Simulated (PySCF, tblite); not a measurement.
**H₅N₂OSi₂ radical: geometry, infrared bands and EPR parameters**

What infrared bands and EPR parameters should H₅N₂OSi₂ radical (`O[SiH]1N[SiH]N1`) show?

Computed with tblite 0.8.0 and PySCF 2.14.0, with density-fitted response routines of our own, on a single molecule in the gas phase. Atoms count from 0, in the outputs and in this text.

**1. Starting geometry**

10 atoms, charge 0, multiplicity 2; geometry from: force field or distance geometry start.

Bonds of the start (Å): O0–Si1 1.64, Si1–N2 1.67, N2–Si3 1.72, Si3–N4 1.72, N4–Si1 1.68, O0–H5 0.97, Si1–H6 1.47, N2–H7 1.01, Si3–H8 1.48, N4–H9 1.01.

**2. Geometry optimisation with GFN2-xTB**

Job settings and geometry (Å):

```
{"job": {"kind": "relax", "xc": "GFN2-xTB", "basis": "xTB"}, "charge": 0, "multiplicity": 2}
O      2.011300    -0.476800    -0.145400
Si     0.461800    -0.488700     0.390400
N     -0.460700    -0.199100    -0.972400
Si    -1.338000     1.035600    -0.154200
N      0.055300     1.077500     0.846700
H      2.061300    -0.359200    -1.106700
H     -0.022700    -1.598500     1.227200
H     -1.088400    -0.981000    -1.081800
H     -2.405000     0.332900     0.596800
H      0.734000     1.661900     0.376800
```

Command:

```console
OMP_NUM_THREADS=1 python probes_run.py task.json out
```

The driver reads the jobs from task.json and runs them one after another.

What it wrote:

```text
step      E/eV     max force
  0    -432.84577    4.570
  1    -433.27741    2.846
  2    -433.39534    1.198
  3    -433.53735    1.412
  4    -433.68064    1.343
  5    -433.78271    1.212
  6    -433.92519    1.090
  7    -434.04099    0.706
  8    -434.12087    0.715
  9    -434.18558    0.772
 10    -434.25302    0.809
 11    -434.29735    1.064
 12    -434.31158    1.489
 13    -434.34060    0.688
 14    -434.35351    0.405
 15    -434.36466    0.252
 16    -434.39734    0.673
 17    -434.41182    0.582
 18    -434.42043    0.257
 19    -434.42186    0.228
 20    -434.42517    0.166
 21    -434.42887    0.246
 22    -434.43567    0.349
 23    -434.44047    0.277
 24    -434.44398    0.199
 25    -434.44660    0.166
 26    -434.45260    0.181
 27    -434.45603    0.150
 28    -434.45904    0.131
 29    -434.46074    0.110
 30    -434.46197    0.094
 31    -434.46306    0.090
 32    -434.46456    0.146
 33    -434.46624    0.165
 34    -434.46766    0.130
 35    -434.46840    0.074
 36    -434.46883    0.069
 37    -434.46932    0.089
 38    -434.47022    0.132
 39    -434.47136    0.130
 40    -434.47210    0.095
 41    -434.47258    0.072
 42    -434.47297    0.059
 43    -434.47346    0.062
 44    -434.47392    0.058
 45    -434.47424    0.050
 46    -434.47437    0.023
 47    -434.47444    0.026
 48    -434.47451    0.028
 49    -434.47461    0.038
 50    -434.47471    0.033
 51    -434.47477    0.021
 52    -434.47480    0.012
 53    -434.47481    0.008
```

It took 0.22 s on 1 thread of Arm Neoverse V2, shared host.

Step by step: (not every step is listed)

```
step  energy from step 0 (eV)  largest force (eV/Å)
   0                   0.0000                4.5700
   1                  -0.4316                2.8455
   2                  -0.5496                1.1980
   3                  -0.6916                1.4124
   4                  -0.8349                1.3432
   5                  -0.9369                1.2117
   6                  -1.0794                1.0901
   7                  -1.1952                0.7056
   8                  -1.2751                0.7154
  12                  -1.4658                1.4885
  16                  -1.5516                0.6734
  20                  -1.5794                0.1662
  24                  -1.5982                0.1994
  28                  -1.6133                0.1307
  32                  -1.6188                0.1461
  36                  -1.6231                0.0693
  40                  -1.6263                0.0952
  44                  -1.6282                0.0581
  48                  -1.6287                0.0284
  49                  -1.6288                0.0377
  50                  -1.6289                0.0335
  51                  -1.6290                0.0214
  52                  -1.6290                0.0115
  53                  -1.6290                0.0081
```

Distances of close pairs at the start and the end, largest changes first:

| bond | before (Å) | after (Å) | change (Å) |
| --- | --- | --- | --- |
| Si1–Si3 | 2.421 | 2.604 | +0.183 |
| Si1–N2 | 1.671 | 1.739 | +0.068 |
| Si1–N4 | 1.681 | 1.739 | +0.058 |
| Si3–N4 | 1.716 | 1.749 | +0.033 |
| N2–Si3 | 1.722 | 1.749 | +0.028 |
| Si1–H6 | 1.472 | 1.447 | -0.025 |
| O0–Si1 | 1.640 | 1.621 | -0.019 |
| O0–H5 | 0.970 | 0.953 | -0.016 |

The next job starts from the end point, and lists it.

**3. Vibrational analysis with GFN2-xTB**

Job settings and geometry (Å):

```
{"job": {"kind": "ir", "xc": "GFN2-xTB", "basis": "xTB"}, "charge": 0, "multiplicity": 2}
O      2.035733    -0.777155    -0.386607
Si     0.575159    -0.548261     0.277641
N     -0.800855    -0.539738    -0.785304
Si    -1.381855     1.050923    -0.347849
N      0.079216     1.084194     0.613076
H      2.284789    -0.272991    -1.156582
H      0.575185    -1.489254     1.377458
H     -1.208810    -1.269895    -1.338643
H     -2.596164     0.998783     0.476180
H      0.446484     1.768049     1.248101
```

What it wrote:

```text
mode    cm-1     km/mol
  1     120.7      5.14
  2     160.4      5.15
  3     206.5      1.21
  4     259.8    112.51
  5     320.1    128.14
  6     411.4    107.79
  7     438.6     16.64
  8     461.7      7.10
  9     538.2     31.30
 10     589.6     53.87
 11     674.7     25.17
 12     713.3     21.33
 13     799.0     23.76
 14     824.5    428.21
 15     836.3    315.97
 16     862.7     48.89
 17     963.7    153.31
 18    1044.6      2.62
 19    1101.2    405.21
 20    2136.1    390.35
 21    2382.4    347.35
 22    3521.0     15.00
 23    3530.0      0.51
 24    3672.2     12.53
```

Run time: 0.2 s. Hardware: 1 thread of Arm Neoverse V2, shared host.

The strongest bands and the atoms that carry them (share of the mass-weighted mode):

```csv
cm⁻¹,km/mol,atoms
260,112.5,"Si1 23 %, O0 23 %, N2 17 %, N4 17 %"
320,128.1,"H5 69 %, O0 18 %"
824,428.2,H5 55 %
836,316.0,"N4 29 %, N2 26 %, Si1 22 %, Si3 16 %"
964,153.3,"Si1 34 %, O0 21 %, N4 14 %, N2 14 %"
1101,405.2,"H9 27 %, H7 27 %, N4 17 %, N2 17 %"
2136,390.4,H8 97 %
2382,347.4,H6 97 %
```

**4. g tensor and hyperfine couplings: B3LYP/pcH-1**

The job, as its differences from that of step 3:

```diff
@@ -1,2 +1,2 @@
-{"job": {"kind": "ir", "xc": "GFN2-xTB", "basis": "xTB"}, "charge": 0, "multiplicity": 2}
+{"job": {"kind": "epr", "basis": "pcH-1"}, "charge": 0, "multiplicity": 2}
 O      2.035733    -0.777155    -0.386607
```

With the program's defaults for keys left out, this is: UKS B3LYP, pcH-1 on H N O Si, non-relativistic, mean-field spin-orbit, GIAO.

What it wrote:

```text
UKS, coarse grid
  cycle   1  E = -766.65754210  |g| = 7.23e-01
  cycle   2  E = -766.34284987  |g| = 1.13e+00
  cycle   3  E = -766.84394682  |g| = 5.99e-02
  cycle   4  E = -766.84539551  |g| = 2.37e-02
  cycle   5  E = -766.84556772  |g| = 1.14e-02
  cycle   6  E = -766.84561581  |g| = 2.82e-03
  cycle   7  E = -766.84561897  |g| = 5.43e-04
UKS, final grid
  cycle   1  E = -766.84566959  |g| = 4.86e-04
  cycle   2  E = -766.84566960  |g| = 4.90e-04
  cycle   3  E = -766.84566971  |g| = 7.54e-05
  cycle   4  E = -766.84566971  |g| = 1.79e-05
E = -766.84566971 Eh   <S^2> = 0.7518 (exact 0.7500)
g shifts (ppm)      1          2          3
  rmc          -148       -148       -148
  gc             75          7         73
  oz_so       -1792       -170       1011
  total       -1865       -311        936
hyperfine (MHz)  atom isotope    a_iso     a_fc   dipolar eigenvalues
    0   17O       0.55       0.55     -0.12     -0.07      0.18
    1  29Si     -11.88     -11.89     -3.57      1.54      2.03
    2   14N      12.12      12.11     -4.54     -4.06      8.60
    3  29Si    -638.79    -639.64   -131.13     61.74     69.40
    4   14N      11.93      11.91     -4.57     -4.10      8.67
    5    1H      -0.09      -0.09     -1.08     -0.96      2.04
    6    1H      38.33      38.34     -1.31     -0.74      2.04
    7    1H      -6.05      -6.07     -6.07     -2.51      8.57
    8    1H     265.99     265.99     -6.03     -0.33      6.36
    9    1H      -6.08      -6.10     -6.13     -2.53      8.66
```

Run time: 30 s. Hardware: 1 thread of Arm Neoverse V2, shared host; peak memory 0.74 GiB.

Principal g values 2.00045, 2.00201, 2.00326; g(iso) = 2.00191, against 2.00232 for a free electron.

Hyperfine couplings; where a row names several nuclei, a(iso) is their mean (it holds for fast rotation or exchange) and the dipolar term the largest among them:

```
nuclei  isotope  a(iso) (MHz)  a(iso) (G, at g = 2.0023)  largest dipolar term (MHz)
   Si3     29Si        -638.8                     -227.9                      -131.1
    H8       1H         266.0                       94.9                         6.4
    H6       1H          38.3                       13.7                         2.0
N2, N4      14N          12.0                        4.3                         8.7
   Si1     29Si         -11.9                       -4.2                        -3.6
H7, H9       1H          -6.1                       -2.2                         8.7
    O0      17O           0.6                        0.2                         0.2
    H5       1H          -0.1                        0.0                         2.0
```

Mulliken spin populations:

| atom | value (e) |
| --- | --- |
| O0 | 0.00 |
| Si1 | 0.00 |
| N2 | 0.06 |
| Si3 | 0.72 |
| N4 | 0.06 |
| H5 | 0.00 |
| H6 | 0.03 |
| H7 | 0.00 |
| H8 | 0.13 |
| H9 | 0.00 |

In first order the couplings over 0.8 MHz of 1H, 14N give 60 distinct lines over 130.1 G, if the averaged nuclei exchange fast; the same motion can average rows kept apart here too.

The fields below are evaluated on a grid from the run's orbitals.

ELF in a plane through or near 5 of the atoms.

Ten even steps from '0' (0.00) to '9' (1.00):
```
0000000000000000000000000000
0000000000000000000000000000
0000000000000000000000000000
0000000000000366300000000000
0000000000002899820000000000
0000000000002899830000000000
0000000210003788731000000000
0000013553126734763123210000
0000036787426874863489861000
0000157858811333211599994000
0000157838710333211599994000
0000035786426874863489861000
0000013553126721763123310000
0000000210003788731000000000
0000000000003899820000000000
0000000000002899820000000000
0000000000000356300000000000
0000000000000000000000000000
0000000000000000000000000000
0000000000000000000000000000
```
The map spans 10.8 Å across and 9.5 Å up, centred on the molecule. Atoms in the plane (x, y in Å): O0 (-2.2, 0.0), N2 (0.4, -1.2), N4 (0.4, 1.2), H7 (0.4, -2.2), H9 (0.4, 2.2).

log10 of the density (e/Å³) in the same plane.

Values, 10 rows by 14 columns:
```
-4.0 -4.0 -4.0 -4.0 -4.0 -4.0 -4.0 -4.0 -4.0 -4.0 -4.0 -4.0 -4.0 -4.0
-4.0 -4.0 -4.0 -4.0 -4.0 -4.0 -3.5 -2.9 -3.1 -3.8 -4.0 -4.0 -4.0 -4.0
-4.0 -4.0 -4.0 -4.0 -3.8 -3.1 -1.8 -0.9 -1.1 -2.2 -3.4 -3.9 -4.0 -4.0
-4.0 -4.0 -3.4 -2.2 -1.7 -1.7 -0.8  0.3 -0.1 -1.2 -2.0 -2.5 -3.2 -4.0
-4.0 -4.0 -2.1 -0.9 -0.1 -0.5 -0.3  0.5  0.2 -0.5 -0.7 -1.3 -2.4 -3.4
-4.0 -4.0 -1.8 -0.4  1.1  0.1 -0.3 -0.2 -0.3  0.2 -0.1 -0.7 -2.1 -3.2
-4.0 -4.0 -2.7 -1.5 -1.0 -1.1 -0.4  0.6  0.2 -0.8 -1.4 -1.8 -2.7 -3.7
-4.0 -4.0 -4.0 -3.6 -3.0 -2.5 -1.3 -0.1 -0.6 -1.7 -2.8 -3.2 -3.9 -4.0
-4.0 -4.0 -4.0 -4.0 -4.0 -3.9 -2.7 -2.0 -2.2 -3.1 -4.0 -4.0 -4.0 -4.0
-4.0 -4.0 -4.0 -4.0 -4.0 -4.0 -4.0 -4.0 -4.0 -4.0 -4.0 -4.0 -4.0 -4.0
```
The map spans 10.8 Å across and 9.5 Å up, centred on the molecule. Atoms in the plane (x, y in Å): O0 (-2.2, 0.0), N2 (0.4, -1.2), N4 (0.4, 1.2), H7 (0.4, -2.2), H9 (0.4, 2.2).

On the surface of density 0.002 e/bohr³ the electrostatic potential runs, from the 1st to the 99th percentile, from -1.37 V near O0 to 2.17 V near H5.

The spin density lies nearest to Si3 63 %; H8 17 %; N2, N4 about 7 % each.

**5. What came out**

| quantity | value |
| --- | --- |
| strongest single infrared mode (GFN2-xTB) | 824 cm⁻¹, 428 km/mol |
| zero-point energy (GFN2-xTB) | 38.0 kcal/mol |
| g(iso) (B3LYP) | 2.00191 |
| ⟨S²⟩ | 0.752 (exact 0.75) |
| largest a(iso) (averaged by class) | 29Si on Si3, -638.8 MHz |
| potential on the surface of density 0.002 e/bohr³, 1st and 99th percentile | -1.37 V and 2.17 V |

The optimisation took 53 steps and gained 1.629 eV; among the close pairs (by a distance rule), Si1–Si3 changed most, from 2.421 to 2.604 Å. All 24 modes are real, so the xTB geometry is a minimum. The strongest single mode, at 824 cm⁻¹, moves mainly H5. Unscaled tight-binding wavenumbers are off by several per cent, some by more. Its intensities can rank the bands wrongly. Most of the unpaired spin sits on Si3 (0.72 e). The isotropic g lies 0.4 ppt below the free-electron value. These values are for one conformer; the search (at its own cheap level) found 1 more, at 0.13 kcal/mol, and measured spectra average over such forms.
